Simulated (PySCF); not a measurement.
# C₃H₇AlO: NMR shifts at several levels of theory

Aim: compute the NMR shifts of C₃H₇AlO (`C=C[O][AlH][CH3]`) at several levels, and see how far they spread and what each costs.

Computed with PySCF 2.14.0, with density-fitted response routines of our own, on a single molecule in the gas phase. Atoms count from 0, in the outputs and in this text.

**1. The molecule as given**

12 atoms, charge 0, multiplicity 1; geometry from: PBE0-D3(BJ)/def2-SVP.

Bonds of the start (Å): C0–C1 1.34, C1–O2 1.34, O2–Al3 1.72, Al3–C4 1.94, C0–H5 1.09, C0–H6 1.09, C1–H7 1.10, Al3–H8 1.59, C4–H9 1.10, C4–H10 1.10, C4–H11 1.10.

**2. Shielding tensors: PBE0/pcSseg-2**

What the job is given:

```
{"job": {"kind": "nmr", "xc": "PBE0", "basis": "pcSseg-2", "pop": false}, "charge": 0, "multiplicity": 1}
C     -2.629501     0.015298    -0.092694
C     -1.690001    -0.862835     0.272582
O     -0.378472    -0.623966     0.390934
Al     0.834649     0.435470    -0.219113
C      2.601454     0.216060     0.556161
H     -3.673419    -0.296745    -0.146318
H     -2.387750     1.051619    -0.344488
H     -1.962358    -1.895860     0.529275
H      0.432169     1.461359    -1.359473
H      2.942892    -0.826844     0.443338
H      3.352463     0.870910     0.087668
H      2.594509     0.427560     1.638443
```

Level: GIAO PBE0/pcSseg-2 NMR shielding, non-relativistic, gas phase.

Run with:

```
> OMP_NUM_THREADS=1 python probes_run.py task.json out
```

One launch serves the whole session: the jobs run in the order shown.

The program printed:

```text
coarse grid: 10312 points
cycle   1  E = -435.8282851781  dE =  3.083e-01  |g| = 7.801e-01  |ddm| = 2.372e+00
cycle   2  E = -435.6501491289  dE =  1.781e-01  |g| = 1.230e+00  |ddm| = 1.239e+00
cycle   3  E = -435.9415027017  dE = -2.914e-01  |g| = 1.898e-01  |ddm| = 9.073e-01
cycle   4  E = -435.9484591711  dE = -6.956e-03  |g| = 6.212e-02  |ddm| = 1.352e-01
cycle   5  E = -435.9493425826  dE = -8.834e-04  |g| = 2.007e-02  |ddm| = 4.711e-02
cycle   6  E = -435.9494360399  dE = -9.346e-05  |g| = 4.872e-03  |ddm| = 1.425e-02
cycle   7  E = -435.9494417991  dE = -5.759e-06  |g| = 5.658e-04  |ddm| = 3.529e-03
final grid: 94328 points
cycle   8  E = -435.9520330943  dE = -6.292e-05  |g| = 8.904e-03  |ddm| = 2.819e-02
cycle   9  E = -435.9520136705  dE =  1.942e-05  |g| = 1.338e-02  |ddm| = 1.083e-02
cycle  10  E = -435.9520491108  dE = -3.544e-05  |g| = 1.836e-03  |ddm| = 7.002e-03
cycle  11  E = -435.9520498508  dE = -7.400e-07  |g| = 2.447e-04  |ddm| = 1.256e-03
cycle  12  E = -435.9520498606  dE = -9.886e-09  |g| = 1.388e-04  |ddm| = 2.299e-04
cycle  13  E = -435.9520498651  dE = -4.467e-09  |g| = 2.806e-05  |ddm| = 9.544e-05
cycle  14  E = -435.9520498653  dE = -1.784e-10  |g| = 5.941e-06  |ddm| = 2.191e-05
converged SCF energy = -435.9520498653

GIAO shielding tensors (ppm)
atom      isotropic    diamagn.    paramagn.     s11        s22        s33       span
  0 C       87.021     256.465    -169.444    -16.659    123.323    154.399    171.058
  1 C       21.420     246.814    -225.394    -94.157     56.510    101.908    196.064
  2 O      154.314     396.895    -242.581     39.809    146.370    276.764    236.954
  3 Al     363.280     796.065    -432.785    262.258    347.550    480.034    217.776
  4 C      195.863     244.513     -48.650    193.273    195.717    198.600      5.327
  5 H       27.079      28.635      -1.555     25.312     26.113     29.813      4.501
  6 H       26.675      33.002      -6.328     24.257     25.632     30.134      5.877
  7 H       24.412      28.945      -4.533     21.382     24.499     27.356      5.973
  8 H       26.156      30.149      -3.993     22.496     24.892     31.080      8.584
  9 H       31.538      29.838       1.700     27.326     28.946     38.343     11.017
 10 H       31.672      28.853       2.819     27.904     28.175     38.937     11.033
 11 H       31.497      29.797       1.699     27.438     28.849     38.204     10.766
```

Run time: 36 s. Hardware: 1 thread of Arm Neoverse V1, shared host; peak memory 1.1 GiB.

Shifts follow as δ = σ(reference) − σ, with reference shieldings (ppm) from runs at the same level and on the same kind of geometry: 1H TMS 31.25, 13C TMS 184.1, 17O H2O 328.2, 27Al AlH4- 485.2. The references are single molecules in the gas phase, so shifts against H2O, NH3, PH3, H3PO4 or CFCl3 are not on the usual liquid scales and can be off by tens of ppm. Shifts against hydride references such as AlH4− lie on their own scale. Atoms listed in one row are averaged.

| atoms | environment | σ (ppm) | δ (ppm) |
| --- | --- | --- | --- |
| C1 | alkene carbon bearing oxygen | 21.4 | 162.7 |
| C0 | β carbon of an enol-ether or enamine type C=C | 87.0 | 97.1 |
| C4 | methyl carbon bonded to Al | 195.9 | -11.7 |
| H7 | hydrogen on an alkene carbon bearing oxygen | 24.41 | 6.83 |
| H8 | hydrogen on an aluminium bonded to C, O | 26.16 | 5.09 |
| H6 | hydrogen on a β carbon of an enol-ether or enamine type C=C | 26.67 | 4.57 |
| H5 | hydrogen on a β carbon of an enol-ether or enamine type C=C | 27.08 | 4.17 |
| H9, H10, H11 | hydrogen on a methyl carbon bonded to Al | 31.57 | -0.32 |
| O2 | oxygen bonded to C, Al | 154.3 | 173.8 |
| Al3 | aluminium bonded to C, O, H | 363.3 | 122.0 |

**3. Shielding tensors: mPW1PW91/pcSseg-2**

The job, as its differences from that of step 2:

```diff
@@ -1,2 +1,2 @@
-{"job": {"kind": "nmr", "xc": "PBE0", "basis": "pcSseg-2", "pop": false}, "charge": 0, "multiplicity": 1}
+{"job": {"kind": "nmr", "xc": "mPW1PW91", "basis": "pcSseg-2", "pop": false}, "charge": 0, "multiplicity": 1}
 C     -2.629501     0.015298    -0.092694
```

Level: GIAO mPW1PW91/pcSseg-2 NMR shielding, non-relativistic, gas phase.

The program printed:

```text
coarse grid: 10312 points
cycle   1  E = -436.1261991390  dE =  3.093e-01  |g| = 7.945e-01  |ddm| = 2.367e+00
cycle   2  E = -435.9407699376  dE =  1.854e-01  |g| = 1.254e+00  |ddm| = 1.266e+00
cycle   3  E = -436.2427656139  dE = -3.020e-01  |g| = 1.935e-01  |ddm| = 9.358e-01
cycle   4  E = -436.2500242850  dE = -7.259e-03  |g| = 6.369e-02  |ddm| = 1.381e-01
cycle   5  E = -436.2509544390  dE = -9.302e-04  |g| = 2.043e-02  |ddm| = 4.831e-02
cycle   6  E = -436.2510515959  dE = -9.716e-05  |g| = 4.902e-03  |ddm| = 1.451e-02
cycle   7  E = -436.2510574712  dE = -5.875e-06  |g| = 5.958e-04  |ddm| = 3.617e-03
final grid: 94328 points
cycle   8  E = -436.2533736912  dE = -6.065e-05  |g| = 6.342e-03  |ddm| = 2.537e-02
cycle   9  E = -436.2533650011  dE =  8.690e-06  |g| = 9.153e-03  |ddm| = 7.857e-03
cycle  10  E = -436.2533821251  dE = -1.712e-05  |g| = 1.359e-03  |ddm| = 4.895e-03
cycle  11  E = -436.2533825109  dE = -3.858e-07  |g| = 2.457e-04  |ddm| = 9.571e-04
cycle  12  E = -436.2533825227  dE = -1.183e-08  |g| = 1.086e-04  |ddm| = 2.106e-04
cycle  13  E = -436.2533825254  dE = -2.672e-09  |g| = 2.425e-05  |ddm| = 7.664e-05
cycle  14  E = -436.2533825255  dE = -1.327e-10  |g| = 4.933e-06  |ddm| = 1.809e-05
converged SCF energy = -436.2533825255

GIAO shielding tensors (ppm)
atom      isotropic    diamagn.    paramagn.     s11        s22        s33       span
  0 C       86.209     256.514    -170.305    -17.742    122.492    153.878    171.620
  1 C       20.781     246.767    -225.986    -95.141     56.047    101.437    196.578
  2 O      155.483     396.972    -241.489     41.721    147.543    277.184    235.463
  3 Al     364.605     796.201    -431.596    264.915    347.824    481.075    216.159
  4 C      195.179     244.569     -49.389    192.676    195.225    197.637      4.962
  5 H       27.132      28.628      -1.496     25.378     26.167     29.852      4.474
  6 H       26.741      33.008      -6.267     24.330     25.687     30.206      5.876
  7 H       24.486      28.950      -4.464     21.465     24.575     27.417      5.952
  8 H       26.256      30.234      -3.978     22.606     24.995     31.167      8.560
  9 H       31.584      29.820       1.765     27.402     29.012     38.339     10.937
 10 H       31.723      28.816       2.907     27.978     28.242     38.948     10.970
 11 H       31.545      29.779       1.766     27.515     28.915     38.203     10.688
```

Run time: 36 s. Hardware: 1 thread of Arm Neoverse V1, shared host; peak memory 1.1 GiB.

This run: δ C1 162.7, C0 97.3, C4 -11.7, O2 171.6, H7 6.81, H8 5.04 ppm.

**4. Shielding tensors: WP04/pcSseg-2**

The job, as its differences from that of step 3:

```diff
@@ -1,2 +1,2 @@
-{"job": {"kind": "nmr", "xc": "mPW1PW91", "basis": "pcSseg-2", "pop": false}, "charge": 0, "multiplicity": 1}
+{"job": {"kind": "nmr", "xc": "WP04", "basis": "pcSseg-2", "pop": false}, "charge": 0, "multiplicity": 1}
 C     -2.629501     0.015298    -0.092694
```

Method: GIAO WP04/pcSseg-2 NMR shielding, non-relativistic, gas phase.

The program printed:

```text
coarse grid: 10312 points
cycle   1  E = -443.4913277421  dE =  3.230e-01  |g| = 1.171e+00  |ddm| = 2.359e+00
cycle   2  E = -442.7272594277  dE =  7.641e-01  |g| = 2.175e+00  |ddm| = 2.207e+00
cycle   3  E = -443.7156439518  dE = -9.884e-01  |g| = 4.247e-01  |ddm| = 1.875e+00
cycle   4  E = -443.7480389699  dE = -3.240e-02  |g| = 1.895e-01  |ddm| = 3.333e-01
cycle   5  E = -443.7560103706  dE = -7.971e-03  |g| = 6.850e-02  |ddm| = 1.441e-01
cycle   6  E = -443.7570929753  dE = -1.083e-03  |g| = 1.916e-02  |ddm| = 5.015e-02
cycle   7  E = -443.7571835745  dE = -9.060e-05  |g| = 2.190e-03  |ddm| = 1.342e-02
cycle   8  E = -443.7571844637  dE = -8.892e-07  |g| = 9.275e-04  |ddm| = 2.140e-03
final grid: 94328 points
cycle   9  E = -443.7645015784  dE = -1.158e-04  |g| = 8.295e-03  |ddm| = 4.197e-02
cycle  10  E = -443.7644843913  dE =  1.719e-05  |g| = 1.208e-02  |ddm| = 1.129e-02
cycle  11  E = -443.7645161064  dE = -3.172e-05  |g| = 2.480e-03  |ddm| = 7.140e-03
cycle  12  E = -443.7645173593  dE = -1.253e-06  |g| = 5.728e-04  |ddm| = 1.742e-03
cycle  13  E = -443.7645174226  dE = -6.332e-08  |g| = 2.501e-04  |ddm| = 4.689e-04
cycle  14  E = -443.7645174359  dE = -1.323e-08  |g| = 6.974e-05  |ddm| = 1.787e-04
cycle  15  E = -443.7645174370  dE = -1.122e-09  |g| = 1.169e-05  |ddm| = 5.080e-05
cycle  16  E = -443.7645174370  dE = -2.433e-11  |g| = 4.302e-06  |ddm| = 8.796e-06
converged SCF energy = -443.7645174370

GIAO shielding tensors (ppm)
atom      isotropic    diamagn.    paramagn.     s11        s22        s33       span
  0 C       74.464     255.695    -181.231    -29.145    108.527    144.010    173.154
  1 C       10.865     246.422    -235.557   -103.588     45.722     90.461    194.048
  2 O      163.927     398.372    -234.445     60.907    156.579    274.297    213.391
  3 Al     385.942     797.930    -411.989    299.012    361.051    497.762    198.750
  4 C      184.170     243.362     -59.192    181.966    184.292    186.253      4.287
  5 H       27.582      28.725      -1.143     25.983     26.622     30.142      4.160
  6 H       27.323      33.372      -6.050     24.987     26.198     30.783      5.796
  7 H       25.127      29.213      -4.086     22.221     25.249     27.910      5.689
  8 H       27.509      31.429      -3.920     23.950     26.303     32.272      8.321
  9 H       31.914      30.259       1.655     28.106     29.576     38.060      9.955
 10 H       32.082      28.968       3.114     28.655     28.830     38.760     10.105
 11 H       31.885      30.221       1.664     28.225     29.486     37.944      9.719
```

It took 38 s on 1 thread of Arm Neoverse V1, shared host; peak memory 1.1 GiB.

In short: δ C1 161.2, C0 97.6, C4 -12.1, O2 150.1, H7 6.48, H6 4.29 ppm.

**5. Nuclear shieldings: B97-2/pcSseg-2**

The job, as its differences from that of step 4:

```diff
@@ -1,2 +1,2 @@
-{"job": {"kind": "nmr", "xc": "WP04", "basis": "pcSseg-2", "pop": false}, "charge": 0, "multiplicity": 1}
+{"job": {"kind": "nmr", "xc": "B97-2", "basis": "pcSseg-2", "pop": false}, "charge": 0, "multiplicity": 1}
 C     -2.629501     0.015298    -0.092694
```

With the program's defaults for keys left out, this is: GIAO B97-2/pcSseg-2 NMR shielding, non-relativistic, gas phase.

The program printed:

```text
coarse grid: 10312 points
cycle   1  E = -436.0998554990  dE =  2.976e-01  |g| = 8.098e-01  |ddm| = 2.382e+00
cycle   2  E = -435.8757535545  dE =  2.241e-01  |g| = 1.326e+00  |ddm| = 1.363e+00
cycle   3  E = -436.2211924995  dE = -3.454e-01  |g| = 2.104e-01  |ddm| = 1.035e+00
cycle   4  E = -436.2299937638  dE = -8.801e-03  |g| = 7.236e-02  |ddm| = 1.565e-01
cycle   5  E = -436.2312021074  dE = -1.208e-03  |g| = 2.333e-02  |ddm| = 5.495e-02
cycle   6  E = -436.2313303224  dE = -1.282e-04  |g| = 5.736e-03  |ddm| = 1.678e-02
cycle   7  E = -436.2313385850  dE = -8.263e-06  |g| = 6.957e-04  |ddm| = 4.379e-03
final grid: 94328 points
cycle   8  E = -436.2341241565  dE = -8.185e-05  |g| = 5.670e-03  |ddm| = 3.390e-02
cycle   9  E = -436.2341198812  dE =  4.275e-06  |g| = 6.777e-03  |ddm| = 5.483e-03
cycle  10  E = -436.2341274092  dE = -7.528e-06  |g| = 1.930e-03  |ddm| = 4.022e-03
cycle  11  E = -436.2341280588  dE = -6.496e-07  |g| = 4.131e-04  |ddm| = 1.230e-03
cycle  12  E = -436.2341281001  dE = -4.129e-08  |g| = 1.164e-04  |ddm| = 3.249e-04
cycle  13  E = -436.2341281029  dE = -2.782e-09  |g| = 3.747e-05  |ddm| = 8.144e-05
cycle  14  E = -436.2341281032  dE = -3.395e-10  |g| = 3.937e-06  |ddm| = 2.377e-05
converged SCF energy = -436.2341281032

GIAO shielding tensors (ppm)
atom      isotropic    diamagn.    paramagn.     s11        s22        s33       span
  0 C       88.688     256.639    -167.951    -12.006    124.168    153.901    165.907
  1 C       24.008     247.443    -223.434    -88.197     58.577    101.645    189.842
  2 O      159.233     397.540    -238.307     48.672    151.221    277.807    229.135
  3 Al     377.371     796.393    -419.022    282.339    359.186    490.586    208.248
  4 C      195.407     244.607     -49.200    193.154    195.850    197.217      4.063
  5 H       27.243      28.554      -1.311     25.509     26.256     29.965      4.456
  6 H       26.844      33.185      -6.340     24.468     25.794     30.271      5.803
  7 H       24.567      28.986      -4.419     21.550     24.735     27.415      5.865
  8 H       26.430      30.493      -4.063     22.793     25.180     31.318      8.525
  9 H       31.669      29.905       1.764     27.528     29.122     38.356     10.828
 10 H       31.810      28.802       3.008     28.097     28.351     38.983     10.886
 11 H       31.629      29.864       1.764     27.639     29.026     38.221     10.582
```

It took 36 s on 1 thread of Arm Neoverse V1, shared host; peak memory 1.1 GiB.

In short: δ C1 159.5, C0 94.8, C4 -11.9, O2 167.0, H7 6.79, H8 4.93 ppm.

**6. NMR shieldings: BHandHLYP/pcSseg-2**

The job, as its differences from that of step 5:

```diff
@@ -1,2 +1,2 @@
-{"job": {"kind": "nmr", "xc": "B97-2", "basis": "pcSseg-2", "pop": false}, "charge": 0, "multiplicity": 1}
+{"job": {"kind": "nmr", "xc": "BHandHLYP", "basis": "pcSseg-2", "pop": false}, "charge": 0, "multiplicity": 1}
 C     -2.629501     0.015298    -0.092694
```

Level: GIAO BHandHLYP/pcSseg-2 NMR shielding, non-relativistic, gas phase.

The program printed:

```text
coarse grid: 10312 points
cycle   1  E = -436.0853651755  dE =  3.513e-01  |g| = 7.006e-01  |ddm| = 2.324e+00
cycle   2  E = -436.0572123842  dE =  2.815e-02  |g| = 8.298e-01  |ddm| = 8.029e-01
cycle   3  E = -436.1799099411  dE = -1.227e-01  |g| = 9.894e-02  |ddm| = 4.879e-01
cycle   4  E = -436.1814988894  dE = -1.589e-03  |g| = 4.510e-02  |ddm| = 7.467e-02
cycle   5  E = -436.1819989362  dE = -5.000e-04  |g| = 8.024e-03  |ddm| = 3.397e-02
cycle   6  E = -436.1820130858  dE = -1.415e-05  |g| = 2.201e-03  |ddm| = 6.181e-03
cycle   7  E = -436.1820143089  dE = -1.223e-06  |g| = 4.386e-04  |ddm| = 1.874e-03
final grid: 94328 points
cycle   8  E = -436.1864827750  dE = -2.801e-05  |g| = 2.556e-03  |ddm| = 1.992e-02
cycle   9  E = -436.1864832624  dE = -4.874e-07  |g| = 2.080e-03  |ddm| = 2.853e-03
cycle  10  E = -436.1864843343  dE = -1.072e-06  |g| = 1.697e-04  |ddm| = 1.310e-03
cycle  11  E = -436.1864843392  dE = -4.891e-09  |g| = 1.238e-04  |ddm| = 1.868e-04
cycle  12  E = -436.1864843421  dE = -2.910e-09  |g| = 2.289e-05  |ddm| = 7.772e-05
cycle  13  E = -436.1864843422  dE = -1.046e-10  |g| = 8.526e-06  |ddm| = 1.893e-05
converged SCF energy = -436.1864843422

GIAO shielding tensors (ppm)
atom      isotropic    diamagn.    paramagn.     s11        s22        s33       span
  0 C       86.983     254.670    -167.687    -20.743    126.494    155.199    175.942
  1 C       20.292     244.901    -224.610   -102.570     58.409    105.036    207.606
  2 O      173.457     397.537    -224.081     64.073    169.638    286.659    222.586
  3 Al     372.658     794.925    -422.267    273.781    353.391    490.803    217.023
  4 C      195.935     242.652     -46.716    193.448    196.965    197.393      3.945
  5 H       27.324      28.843      -1.520     25.596     26.178     30.197      4.602
  6 H       26.913      32.967      -6.054     24.538     25.672     30.530      5.992
  7 H       24.696      29.090      -4.395     21.633     24.664     27.790      6.156
  8 H       26.620      30.242      -3.622     22.961     25.414     31.485      8.524
  9 H       31.727      30.147       1.580     27.536     29.144     38.501     10.965
 10 H       31.890      29.204       2.686     28.105     28.336     39.229     11.124
 11 H       31.689      30.092       1.596     27.655     29.041     38.369     10.715
```

It took 36 s on 1 thread of Arm Neoverse V1, shared host; peak memory 1.1 GiB.

Key values: δ C1 164.0, C0 97.3, C4 -11.7, O2 153.2, H7 6.75, H8 4.83 ppm.

**7. Nuclear shieldings: CAM-B3LYP/pcSseg-2**

The job, as its differences from that of step 6:

```diff
@@ -1,2 +1,2 @@
-{"job": {"kind": "nmr", "xc": "BHandHLYP", "basis": "pcSseg-2", "pop": false}, "charge": 0, "multiplicity": 1}
+{"job": {"kind": "nmr", "xc": "CAM-B3LYP", "basis": "pcSseg-2", "pop": false}, "charge": 0, "multiplicity": 1}
 C     -2.629501     0.015298    -0.092694
```

With the program's defaults for keys left out, this is: GIAO CAM-B3LYP/pcSseg-2 NMR shielding, non-relativistic, gas phase.

The program printed:

```text
coarse grid: 10312 points
cycle   1  E = -436.0956166427  dE =  3.495e-01  |g| = 7.728e-01  |ddm| = 2.320e+00
cycle   2  E = -436.0191076900  dE =  7.651e-02  |g| = 1.037e+00  |ddm| = 9.344e-01
cycle   3  E = -436.2065187667  dE = -1.874e-01  |g| = 1.212e-01  |ddm| = 5.989e-01
cycle   4  E = -436.2091423270  dE = -2.624e-03  |g| = 4.661e-02  |ddm| = 8.715e-02
cycle   5  E = -436.2096608252  dE = -5.185e-04  |g| = 1.001e-02  |ddm| = 3.607e-02
cycle   6  E = -436.2096823350  dE = -2.151e-05  |g| = 2.875e-03  |ddm| = 8.206e-03
cycle   7  E = -436.2096845118  dE = -2.177e-06  |g| = 5.613e-04  |ddm| = 2.854e-03
final grid: 94328 points
cycle   8  E = -436.2159540109  dE = -4.729e-05  |g| = 3.449e-03  |ddm| = 2.081e-02
cycle   9  E = -436.2159545527  dE = -5.418e-07  |g| = 3.035e-03  |ddm| = 3.773e-03
cycle  10  E = -436.2159567589  dE = -2.206e-06  |g| = 2.676e-04  |ddm| = 1.812e-03
cycle  11  E = -436.2159567648  dE = -5.838e-09  |g| = 2.365e-04  |ddm| = 2.669e-04
cycle  12  E = -436.2159567746  dE = -9.822e-09  |g| = 3.542e-05  |ddm| = 1.324e-04
cycle  13  E = -436.2159567749  dE = -2.545e-10  |g| = 9.190e-06  |ddm| = 2.708e-05
converged SCF energy = -436.2159567749

GIAO shielding tensors (ppm)
atom      isotropic    diamagn.    paramagn.     s11        s22        s33       span
  0 C       83.845     254.648    -170.803    -23.740    122.305    152.970    176.711
  1 C       16.400     243.977    -227.576   -105.318     54.068    100.452    205.770
  2 O      160.506     396.675    -236.169     45.861    157.687    277.969    232.108
  3 Al     352.016     795.258    -443.242    245.642    338.202    472.203    226.561
  4 C      194.465     242.131     -47.667    191.613    194.568    197.212      5.599
  5 H       27.178      29.209      -2.030     25.420     26.190     29.926      4.506
  6 H       26.737      32.678      -5.942     24.323     25.671     30.217      5.894
  7 H       24.481      29.161      -4.680     21.487     24.406     27.550      6.064
  8 H       26.329      29.938      -3.609     22.691     25.111     31.186      8.495
  9 H       31.613      30.019       1.594     27.462     29.081     38.295     10.833
 10 H       31.761      29.263       2.498     28.050     28.283     38.949     10.899
 11 H       31.574      29.971       1.602     27.582     28.980     38.159     10.577
```

Run time: 49 s. Hardware: 1 thread of Arm Neoverse V1, shared host; peak memory 1.3 GiB.

Key values: δ C1 166.2, C0 98.7, C4 -11.9, O2 169.3, H7 6.86, H8 5.01 ppm.

[end of part 1 of 2]
